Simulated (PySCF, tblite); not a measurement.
**C₅H₉NOSi: geometry, infrared bands and NMR shifts**

Aim: predict the infrared bands and NMR shifts of C₅H₉NOSi (`Cc1ccoc1N[SiH3]`).

Programs: tblite 0.8.0 and PySCF 2.14.0, with density-fitted response routines of our own. Each step states its level of theory. These are calculated values for one molecule in the gas phase, unless marked as measured. Atoms are numbered from 0 throughout.

## 1. The starting structure

17 atoms, charge 0, multiplicity 1; geometry from: force field or distance geometry start.

Bonds of the start (Å): C0–C1 1.49, C1–C2 1.38, C2–C3 1.38, C3–O4 1.33, O4–C5 1.32, C5–N6 1.42, N6–Si7 1.78, C5–C1 1.40, C0–H8 1.10, C0–H9 1.10, C0–H10 1.10, C2–H11 1.09, C3–H12 1.08, N6–H13 1.05, Si7–H14 1.46, Si7–H15 1.48, Si7–H16 1.47.

## 2. Geometry optimisation with GFN2-xTB

Job settings and geometry (Å):

```
{"job": {"kind": "relax", "xc": "GFN2-xTB", "basis": "xTB"}, "charge": 0, "multiplicity": 1}
C     -1.645500    -1.599700     0.035500
C     -1.190400    -0.181000    -0.045600
C     -1.959500     0.966900    -0.135400
C     -1.098600     2.047800    -0.182800
O      0.145300     1.589000    -0.091700
C      0.128000     0.274400    -0.018500
N      1.255800    -0.585300     0.077300
Si     2.906100     0.093500     0.103700
H     -2.373500    -1.650100     0.853300
H     -2.052000    -1.960900    -0.926100
H     -0.803900    -2.265300     0.277300
H     -3.052400     1.007500    -0.180000
H     -1.358700     3.094900    -0.240800
H      1.140400    -1.624100     0.139800
H      3.772600    -0.924300    -0.478400
H      3.246600     0.403900     1.505000
H      2.932600     1.324900    -0.702300
```

Launch:

```console
$ OMP_NUM_THREADS=1 python probes_run.py task.json out
```

The driver reads the jobs from task.json and runs them one after another.

**Question.** This job is followed by: GFN2-xTB harmonic vibrations, gas phase; GIAO PBE0/pcSseg-1 NMR shielding, non-relativistic, gas phase. What will the session give for the following? strongest single infrared mode (GFN2-xTB); zero-point energy (GFN2-xTB); 13C shifts against TMS (PBE0/pcSseg-1); 1H shifts against TMS (PBE0/pcSseg-1, means over atoms taken as alike); 17O shifts against H2O (PBE0/pcSseg-1); 15N shifts against NH3 (PBE0/pcSseg-1); 29Si shifts against TMS (PBE0/pcSseg-1).

**Answer**, as computed:

```
                                                              quantity                                value
                             strongest single infrared mode (GFN2-xTB)                2241 cm⁻¹, 400 km/mol
                                          zero-point energy (GFN2-xTB)                        78.6 kcal/mol
                                13C shifts against TMS (PBE0/pcSseg-1)  157.5, 136.0, 120.9, 95.3, 11.0 ppm
1H shifts against TMS (PBE0/pcSseg-1, means over atoms taken as alike)     7.02, 6.44, 4.86, 2.96, 2.02 ppm
                                17O shifts against H2O (PBE0/pcSseg-1)                            269.1 ppm
                                15N shifts against NH3 (PBE0/pcSseg-1)                             51.1 ppm
                               29Si shifts against TMS (PBE0/pcSseg-1)                            -65.1 ppm
```

In words: The optimisation took 109 steps and gained 0.482 eV; among the close pairs (by a distance rule), N6–Si7 changed most, from 1.785 to 1.731 Å. The lowest mode is imaginary (27i cm⁻¹), so the xTB geometry is not a minimum. The strongest single mode, at 2241 cm⁻¹, moves mainly H16 and H15. GFN2-xTB is a fitted tight-binding method: band positions and strengths are rough. Its intensities can rank the bands wrongly. At PBE0/pcSseg-1: Shielding is most anisotropic at O4 (span 254 ppm, paramagnetic term -335 ppm). NICS(1)zz of -21 ppm above the planar ring from C1 marks a diatropic (aromatic) ring current.
